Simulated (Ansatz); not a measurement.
**C3H12ClN3Zr: how energies converge with the basis set**

One table from this session's results is given with a row withheld; the runs are named, their logs left out.

Program: Ansatz 0.2.0, Gaussian basis. Level of theory: one geometry, several basis sets. These are calculated values, not measurements.

Plan: PBE0-D4/def2-SVP; ωB97M-V/def2-SVP; PBE0-D4/def2-QZVPP; ωB97M-V/def2-QZVPP; the functionals' def2-TZVPP values are taken from earlier runs.

2 further runs of the same task are left out: 2 for a known fault of the program. Runs told in other sessions of the task aren't counted.

**The geometry**

An earlier PBE0-D4 in a triple-zeta def2 set relaxation fixed the geometry. Zr takes the def2 core potential; no spin-orbit term is included.

SMILES `C[NH][Zr]([Cl])([NH]C)[NH]C`, 20 atoms, charge 0, spin multiplicity 1.

Atoms are counted from 1 here; the program's logs count them from 0.

Bond lengths: C1–N2 1.450 Å, C1–H9 1.096 Å, C1–H10 1.096 Å, C1–H11 1.097 Å, N2–Zr3 2.024 Å, N2–H12 1.011 Å, Zr3–Cl4 2.407 Å, Zr3–N5 2.024 Å, Zr3–N7 2.024 Å, N5–C6 1.449 Å, N5–H13 1.011 Å, C6–H14 1.096 Å, C6–H15 1.097 Å, C6–H16 1.096 Å, N7–C8 1.449 Å, N7–H17 1.011 Å, C8–H18 1.096 Å, C8–H19 1.096 Å and more. Angles: N2–C1–H9 112.6°, N2–C1–H10 110.2°, N2–C1–H11 112.3°, H9–C1–H10 106.5°, H9–C1–H11 108.1°, H10–C1–H11 106.8°, C1–N2–Zr3 122.6°, C1–N2–H12 112.0°, Zr3–N2–H12 125.3°, N2–Zr3–Cl4 111.7°, N2–Zr3–N5 107.1°, N2–Zr3–N7 107.1°, Cl4–Zr3–N5 111.8°, Cl4–Zr3–N7 111.8°, N5–Zr3–N7 107.1°, Zr3–N5–C6 122.5°, Zr3–N5–H13 125.4°, C6–N5–H13 112.0° and more.

The first run:

Contents of in.yaml:

```yaml
crystal:
  periodic: [false, false, false]
  atoms:
    - {symbol: C, position_ang: [1.934320, 0.450198, -2.309233]}
    - {symbol: N, position_ang: [1.641044, -0.119505, -1.009047]}
    - {symbol: Zr, position_ang: [-0.214693, -0.093423, -0.201574]}
    - {symbol: Cl, position_ang: [-1.881855, -0.825678, -1.775486]}
    - {symbol: N, position_ang: [-0.560918, 1.796785, 0.433972]}
    - {symbol: C, position_ang: [-1.865362, 2.239764, 0.884761]}
    - {symbol: N, position_ang: [-0.163744, -1.273158, 1.442210]}
    - {symbol: C, position_ang: [-0.135295, -2.720050, 1.360436]}
    - {symbol: H, position_ang: [2.264084, -0.303279, -3.034145]}
    - {symbol: H, position_ang: [1.035174, 0.915066, -2.729712]}
    - {symbol: H, position_ang: [2.701597, 1.232273, -2.258214]}
    - {symbol: H, position_ang: [2.447154, -0.576032, -0.605014]}
    - {symbol: H, position_ang: [0.110108, 2.552342, 0.415006]}
    - {symbol: H, position_ang: [-2.573768, 1.403347, 0.873202]}
    - {symbol: H, position_ang: [-1.843241, 2.622549, 1.912387]}
    - {symbol: H, position_ang: [-2.291363, 3.018183, 0.240740]}
    - {symbol: H, position_ang: [-0.222870, -0.948588, 2.397570]}
    - {symbol: H, position_ang: [-1.028452, -3.183918, 1.795446]}
    - {symbol: H, position_ang: [-0.097486, -3.038801, 0.312390]}
    - {symbol: H, position_ang: [0.745536, -3.148073, 1.854296]}
basis:
  gaussian: {orbitals: def2-SVP}
hamiltonian: {xc: pbe0, dispersion: d4}
output: {orbitals: {seedname: orbitals}}
```

On the command line:

```
ansatz run in.yaml --threads 5 --pin off --events-out ev --progress --plain --max-ram 66560MiB --backend cpu
```

Among the steps run: PBE0-D4 in def2-SVP; ωB97M-V in def2-SVP; PBE0-D4 in def2-QZVPP; ωB97M-V in def2-QZVPP.

One table of the session follows, with a row left open; its other results are not shown here.

It belongs to the step «Density functionals: the series». 

```
functional       basis  HOMO (eV)  LUMO (eV)
   PBE0-D4    def2-SVP      -6.59      -0.10
   PBE0-D4  def2-TZVPP      -6.70      -0.28
   PBE0-D4  def2-QZVPP      -6.73      -0.34
   ωB97M-V    def2-SVP      -8.92       1.33
   ωB97M-V  def2-TZVPP          ?          ?
   ωB97M-V  def2-QZVPP      -9.06       0.63
```

Estimate the missing values for ωB97M-V, def2-TZVPP.

**Answer.** HOMO (eV): -9.03; LUMO (eV): 1.00. In the column «HOMO (eV)» it lies between ωB97M-V, def2-QZVPP (-9.06) and ωB97M-V, def2-SVP (-8.92).
